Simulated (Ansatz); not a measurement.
# SnICl3: how energies converge with the basis set

An exercise on one series of results from a longer session: the logs are not shown, and one member is left open.

Method: one geometry, several basis sets; program: Ansatz 0.2.0, Gaussian basis.

The runs, in order: PBE0-D4/def2-SVP; ωB97M-V/def2-SVP; PBE0-D4/def2-QZVPP; ωB97M-V/def2-QZVPP; the functionals' def2-TZVPP values are taken from earlier runs.

**Structure used throughout**

All runs share one geometry, relaxed beforehand with PBE0-D4 in a triple-zeta def2 set. Sn, I take the def2 core potential; no spin-orbit term is included.

SMILES `[Cl][Sn]([Cl])([Cl])[I]`, 5 atoms, charge 0, spin multiplicity 1.

Atoms are counted from 1 here; the program's logs count them from 0.

Bond lengths: Cl1–Sn2 2.297 Å, Sn2–Cl3 2.297 Å, Sn2–Cl4 2.297 Å, Sn2–I5 2.635 Å. Angles: Cl1–Sn2–Cl3 107.9°, Cl1–Sn2–Cl4 107.9°, Cl1–Sn2–I5 111.0°, Cl3–Sn2–Cl4 107.9°, Cl3–Sn2–I5 111.0°, Cl4–Sn2–I5 111.0°.

As a file:

```
Cl   -1.0457   -0.4023    2.0083
Sn    0.0121   -0.0476    0.0010
Cl    2.2032   -0.6956    0.2316
Cl   -0.9679   -1.4107   -1.5660
I    -0.1518    2.4826   -0.7164
```

The first run:

File in.yaml:

```yaml
crystal:
  periodic: [false, false, false]
  atoms:
    - {symbol: Cl, position_ang: [-1.045732, -0.402253, 2.008301]}
    - {symbol: Sn, position_ang: [0.012121, -0.047595, 0.001018]}
    - {symbol: Cl, position_ang: [2.203219, -0.695638, 0.231598]}
    - {symbol: Cl, position_ang: [-0.967925, -1.410721, -1.565966]}
    - {symbol: I, position_ang: [-0.151783, 2.482608, -0.716352]}
basis:
  gaussian: {orbitals: def2-SVP}
hamiltonian: {xc: pbe0, dispersion: d4}
output: {orbitals: {seedname: orbitals}}
```

Command:

```sh
ansatz run in.yaml --threads 4 --pin off --events-out ev --progress --plain --max-ram 10444MiB
```

Among the steps run: PBE0-D4 in def2-SVP; ωB97M-V in def2-SVP; PBE0-D4 in def2-QZVPP; ωB97M-V in def2-QZVPP.

One of the session's tables, all rows but one given; the rest of the session is left out.

It belongs to the step «Density functionals: the series». 

```
functional       basis  HOMO (eV)  LUMO (eV)
   PBE0-D4    def2-SVP      -8.51      -3.31
   PBE0-D4  def2-TZVPP      -8.57      -3.35
   PBE0-D4  def2-QZVPP          ?          ?
   ωB97M-V    def2-SVP     -10.61      -1.27
   ωB97M-V  def2-TZVPP     -10.71      -1.40
   ωB97M-V  def2-QZVPP     -10.73      -1.45
```

Estimate the missing values for PBE0-D4, def2-QZVPP.

As computed: HOMO (eV): -8.59; LUMO (eV): -3.37. In the column «HOMO (eV)» it lies between ωB97M-V, def2-SVP (-10.61) and PBE0-D4, def2-TZVPP (-8.57).
